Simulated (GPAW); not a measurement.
Wanted: an ASE script for a GPAW 26.7.0 run.

```yaml
Task: single point
Functional: PBEh(alpha)
Potentials_or_basis: GPAW PAW data sets (gpaw-data 1.2.1)
Cutoff: 450 eV
Basis: pw
k_mesh: 3 × 3 × 3
Occupations: fermi-dirac, width 0.05 eV
Spin: no spin polarisation
Maxiter: 60
Ranks: 4
exact-exchange_share: 0.5
```

The structure of HfGe lies in POSCAR:

```
HfGe
1.0
    3.9335093854      0.0000000000      0.0000000000
   -1.9667546927      3.4065190538      0.0000000000
    0.0000000000      0.0000000000      3.5096193900
Hf Ge
1 1
Direct
    0.0000000000      0.0000000000      0.5000000000
    0.3333333333      0.6666666667      0.5000000000
```

The cell was built by a generator and needn't be a form met in nature.

One way to write it, as run:

run.py

```python
from ase.dft.bandgap import bandgap
from ase.io import read, write
from ase.parallel import parprint
from gpaw import GPAW, PW

atoms = read('POSCAR')

calc = GPAW(mode=PW(450),
            xc={'name': '0.500_GGA_X_PBE+1.0_GGA_C_PBE', 'fraction': 0.5, 'omega': 0.0, 'backend': 'pw'},
            kpts={'size': (3, 3, 3), 'gamma': True},
            occupations={'name': 'fermi-dirac', 'width': 0.05},
            nbands=14,
            convergence={'density': 1e-05, 'energy': 1e-05},
            maxiter=60,
            txt='gpaw.txt')
atoms.calc = calc
energy = atoms.get_potential_energy()
calc.write('gs.gpw')
write('result.traj', atoms)
parprint(f'Energy: {energy:.6f} eV')
parprint('Fermi level:', round(calc.get_fermi_level(), 4), 'eV')
parprint(f'Gap: {bandgap(calc)[0]:.4f} eV, direct: {bandgap(calc, direct=True)[0]:.4f} eV')
```

Potentials or basis: GPAW PAW data sets (gpaw-data 1.2.1), pw.

Run with:

```sh
$ OMP_NUM_THREADS=1 mpirun -n 4 gpaw python run.py
```

Results of the run:

The band gap on the k mesh is 3.06 eV, indirect (least direct gap 3.17 eV).

Caveat: the k mesh is coarse (spacing up to 0.61 Å⁻¹), so the values aren't converged; exact exchange converges slowly with the k mesh, and this mesh is small; spin-orbit coupling is left out, which moves the levels of the heavy elements; an odd mesh through Γ misses points on the zone boundary, where band edges often lie.

Wall time 2.2 min on 4 MPI ranks on Arm Neoverse V2, with other jobs on the host, peak memory 0.17 GiB a rank.
